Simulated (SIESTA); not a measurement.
Crystal: CsLiCr2Te2S3.

```
Cs Li Cr Te S
1.0
     3.60358    0.00000    0.00000
    -1.80179    3.12079    0.00000
     0.00000    0.00000   19.06651
Cs Li Cr Te S
1 1 2 2 3
Direct
  0.00000 0.00000 0.37399
  0.66667 0.33333 0.01607
  0.00000 0.00000 0.86637
  0.33333 0.66667 0.16833
  0.33333 0.66667 0.53891
  0.66667 0.33333 0.77276
  0.00000 0.00000 0.10030
  0.33333 0.66667 0.92920
  0.66667 0.33333 0.23408
```

The cell was built by a generator and needn't be a form met in nature.

- Program: SIESTA 5.4.2
- Task: relaxation of cell and atoms
- Functional: vdW-DF2
- Potentials or basis: PseudoDojo 0.4 standard (PBE files)
- Basis: DZP (energy shift 0.003 Ry; two zetas on semicore shells; d shell added on Cs)
- Grid cutoff: 800 Ry
- Energy shift: 0.003 Ry
- k mesh: 7 × 7 × 2
- Occupations: fermi-dirac, width 0.05 eV
- Spin: collinear spin, ferromagnetic start
- Starting moments: [0.0, 0.0, 3.0, 3.0, 0.0, 0.0, 0.0, 0.0, 0.0] μB

At the start: pressure 5.8 GPa; volume 23.82 Å³/atom.

**Question.** How do energy, volume and symmetry change on relaxing?

**Answer.** Over 20 steps the energy falls by 49.6 meV/atom and the volume is 25.45 Å³/atom (+6.8 %); space group P3m1 (No. 156, to 0.05 Å); moment 5.76 μB per cell.

The path:
```tsv
step	energy change (eV)	largest force (eV/Å)	pressure (GPa)	volume (Å³)
1	0.0000	1.0090	5.84	214.42
2	-0.1722	0.6501	4.18	218.59
3	-0.3716	0.1165	0.98	228.83
4	-0.3931	0.2294	-0.33	234.74
5	-0.4099	0.1002	0.02	234.22
6	-0.4096	0.1020	0.26	233.03
7	-0.4136	0.0877	0.12	233.53
8	-0.4089	0.1089	0.39	232.27
9	-0.3970	0.1288	0.82	230.17
10	-0.3997	0.1134	0.81	229.87
11	-0.4107	0.3252	0.16	232.15
12	-0.4413	0.0574	0.13	229.39
13	-0.4371	0.0434	-0.06	231.29
14	-0.4438	0.0423	0.05	229.23
15	-0.4381	0.0409	-0.08	231.36
16	-0.4454	0.0427	0.01	229.25
17	-0.4457	0.0266	0.01	229.29
18	-0.4461	0.0211	0.01	229.00
19	-0.4460	0.0211	-0.02	229.26
20	-0.4462	0.0176	-0.01	229.01
```

Final structure:
```cif
data_structure
_symmetry_space_group_name_H-M 'P 1'
_symmetry_Int_Tables_number 1
_cell_length_a 3.7516
_cell_length_b 3.7516
_cell_length_c 18.7872
_cell_angle_alpha 90.001
_cell_angle_beta 89.999
_cell_angle_gamma 119.995
_cell_volume 229.01
loop_
_atom_site_label
_atom_site_type_symbol
_atom_site_fract_x
_atom_site_fract_y
_atom_site_fract_z
_atom_site_occupancy
Cs1 Cs 0.00000 0.00000 0.38256 1
Li1 Li 0.66667 0.33333 0.01245 1
Cr1 Cr 0.00003 0.99997 0.85865 1
Cr2 Cr 0.33331 0.66668 0.16961 1
Te1 Te 0.33335 0.66665 0.55351 1
Te2 Te 0.66669 0.33331 0.76087 1
S1 S 0.99998 0.00002 0.09861 1
S2 S 0.33336 0.66664 0.92493 1
S3 S 0.66664 0.33336 0.23839 1
```

Caveat: the potentials were made for another functional, which shifts forces and pressure; the basis of atomic orbitals isn't converged, which shifts pressures, moduli and gaps; only a ferromagnetic start was run, and an antiferromagnetic order may lie lower in energy.
